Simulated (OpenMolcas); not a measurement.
# Ta⁴⁺ among point charges: CASSCF and CASPT2 levels and susceptibility

Aim: the splitting of the states of Ta⁴⁺ in the field of 2 point charges, its lowest levels with spin-orbit coupling and its magnetic susceptibility.

The numbers are computed with OpenMolcas 26.06 (state-averaged CASSCF and CASPT2, spin-orbit coupling by RASSI with atomic mean-field integrals), except any that are marked as measured or tabulated.

## Step 1: Starting point

```
Species                           : Ta⁴⁺ (tantalum, Z = 73, 69 electrons)
Basis                             : ANO-RCC-VTZP [8s7p5d3f2g1h], 104 functions
Scalar Hamiltonian                : DKH2, point nucleus
Inactive shells                   : 1s 2s 2p 3s 3p 3d 4s 4p 4d 4f 5s 5p
Active space                      : 1 electron in 5 orbitals (5d)
Some configurations of this space : 5d
Orbitals                          : optimised for each spin and parity, averaged over all roots
```

The outer shells:

5d
```
5d [↑ ][  ][  ][  ][  ]
```

The ion sits among 2 point charges of -1 e arranged as a linear pair (D∞h), 2.19 Å from the ion.

The work runs as a chain of OpenMolcas steps in one folder; each step below is one input file. Labels, J, g values, rates, χT and fits are worked out afterwards by a script from the matrices that RASSI stores. The input lists half of the charges; inversion (Group=XYZ) makes the rest.

## Step 2: GATEWAY and SEWARD: basis and integrals

Input file a.inp:

```
&GATEWAY
Coord
1

Ta 0.0 0.0 0.0
Basis=ANO-RCC-VTZP
Group=XYZ
NoMove
AngMom=0.0 0.0 0.0
AMFI
XField
1 Angstrom 0
0.000000 0.000000 2.190000 -1.000000
&SEWARD
```

Started as:

```bash
$ OMP_NUM_THREADS=1 MOLCAS_MEM=1689 MOLCAS_PROJECT=a pymolcas a.inp > a.log
```

## Step 3: Reference wave functions, doublets of even parity, 5 roots

Input file a.inp:

```
&RASSCF
FileOrb=start.orb
Symmetry=1
Spin=2
nActEl=1 0 0
Inactive=15 19
Ras2=5 0
CIRoot=5 5 1
SDav=5
CIMx=300
Iter=120 100
PrWF=0.3
OrbListing=Nothing
MaxOrb=0
>>> COPY $Project.JobIph JOB001
```

start.orb holds the contracted functions of the basis, ordered by shell, or the orbitals of the step before.

## Step 4: State interaction with spin-orbit coupling

Input file a.inp:

```
&RASSI
NrOfJobIphs=1 5
1 2 3 4 5
IphNames
JOB001
EJob
SpinOrbit
DIPRint=1.0
SOCoupling=1000.0
Subsets=2
Property=9
'ANGMOM' 1 'ANGMOM' 2 'ANGMOM' 3 'MLTPL  1' 1 'MLTPL  1' 2 'MLTPL  1' 3
'AMFI' 1 'AMFI' 2 'AMFI' 3
SOProperty=3
'ANGMOM' 1 'ANGMOM' 2 'ANGMOM' 3
```

## Step 5: CASPT2: IPEA 0.25, imaginary shift 0.1 (closed shells correlated: 4f 5s 5p)

Input file a.inp:

```
>>> COPY JOB001 $Project.JobIph
&CASPT2
Multistate=5 1 2 3 4 5
NoMult
Frozen=14 9
IPEA=0.25
Imaginary=0.1
MaxIter=60
WThr=0.0 0.3 0.05
PrWF=0.5
NoMix
```

(Steps that only read results are left out.)

**Question.** What will these runs give? Wanted: spin-free ground state; first state of the same spin within the active space; lowest level; next level.

As calculated:

| quantity | value |
| --- | --- |
| method | SS-CASPT2, IPEA 0.25, imaginary shift 0.1 (closed shells correlated: 4f 5s 5p) |
| spin-free ground state | 2Delta, 2-fold in its orbital part |
| first state of the same spin within the active space | 2Pi at 7130 cm⁻¹ |
| lowest level | 2-fold, g = 0.00, 0.00, 2.10 |
| next level | 5844.6 cm⁻¹ |
| χT at 300 K | 0.16 cm³ K/mol |
| effective moment at 300 K | 1.12 μB |

Cost by method:

```tsv
method	time of its own steps	time with the reference
A. CASSCF	2.8 s	2.8 s
B. SS-CASPT2, IPEA 0.25, imaginary shift 0.1, +4f 5s 5p	2.2 s	4.9 s
```

Times are of one thread on a shared host.

**Reading.** The spin-free ground state (2Delta) comes to 100 % from free-ion D terms and keeps the highest spin of the shell. χT at 300 K is 0.16, against 0.38 cm³ K/mol for the spin alone, so orbital moment lowers it. The field of point charges can differ much from that of real complexes. Point charges carry no covalency, so the field is a model and not that of real ligands.
